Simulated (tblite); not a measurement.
# C7H11BOSi: the cost of one run

The runs use tblite 0.8.0 and PySCF 2.14.0, with density-fitted response routines of our own; the level of theory stands in each step. All values are computed, except where a source is named. Atoms count from 0, in the outputs and in this text.

**1. The starting structure**

21 atoms, charge 0, multiplicity 1; geometry from: force field or distance geometry start.

Bonds of the start (Å): C0–C1 1.32, C1–Si2 1.85, Si2–C3 1.88, C3–B4 1.60, B4–C5 1.56, C5–C6 1.38, C6–C7 1.38, C7–C8 1.39, C8–O9 1.32, O9–C5 1.31, C0–H10 1.09, C0–H11 1.09, C1–H12 1.10, Si2–H13 1.46, Si2–H14 1.48, C3–H15 1.09, C3–H16 1.10, B4–H17 1.17, C6–H18 1.09, C7–H19 1.08, C8–H20 1.07.

**2. Optimising the geometry with GFN2-xTB**

What the job is given:

```
{"job": {"kind": "relax", "xc": "GFN2-xTB", "basis": "xTB"}, "charge": 0, "multiplicity": 1}
C     -3.569200     0.156500     0.493200
C     -2.613600    -0.743600     0.364400
Si    -1.527400    -0.811800    -1.126700
C     -0.618100     0.817900    -1.340500
B      0.291600     1.100200    -0.052200
C      1.565400     0.247600     0.232200
C      2.427900     0.427700     1.297700
C      3.406600    -0.536700     1.165400
C      3.083100    -1.248800     0.020100
O      1.978800    -0.752000    -0.506100
H     -3.766800     0.885900    -0.291100
H     -4.198900     0.175200     1.387900
H     -2.443800    -1.465200     1.179300
H     -0.571200    -1.913800    -1.001700
H     -2.379100    -1.029500    -2.312900
H      0.013600     0.767900    -2.229500
H     -1.356600     1.632000    -1.443400
H      0.035600     2.017000     0.635700
H      2.353600     1.167900     2.093700
H      4.250700    -0.711100     1.820400
H      3.629000    -2.073100    -0.386100
```

Command:

```console
> OMP_NUM_THREADS=1 python probes_run.py task.json out
```

The driver reads the jobs from task.json and runs them one after another.

Q: Estimate the wall time of this first job on 1 thread of Arm Neoverse V2, shared host.

About 1.4 s.
